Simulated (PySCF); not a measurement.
# B2FH3O: the cost of one run

Computed with PySCF 2.14.0, with density-fitted response routines of our own, on a single molecule in the gas phase. Atoms count from 0, in the outputs and in this text.

## 1. Starting geometry

7 atoms, charge 0, multiplicity 1; geometry from: GFN2-xTB. The atoms were then displaced at random by about 0.01 Å, so the start is not that level's minimum.

Bonds of the start (Å): B0–O1 1.29, O1–B2 1.29, B2–F3 1.38, B0–H4 1.20, B0–H5 1.16, B2–H6 1.18.

## 2. Optimising the geometry at PBE0-D3(BJ)/def2-SVP

Job settings and geometry (Å):

```
{"job": {"xc": "PBE0", "basis": "def2-SVP", "d3": "d3bj", "grid": 1, "shake": 0.01, "kind": "geom"}, "charge": 0, "multiplicity": 1}
B     -1.215750    -0.430880     0.220440
O     -0.038910     0.007930    -0.062950
B      1.162580     0.407930    -0.281650
F      2.108680     0.285500     0.712300
H     -2.018970     0.342730     0.662800
H     -1.527470    -1.519060    -0.016900
H      1.563800     0.876760    -1.283980
```

Launch:

```console
OMP_NUM_THREADS=1 python probes_run.py task.json out
```

The driver reads the jobs from task.json and runs them one after another.

**Question.** How long does this first job take on 1 thread of Arm Neoverse V2, shared host, and how much memory does it need?

About 15 s, with a peak of 0.31 GiB.
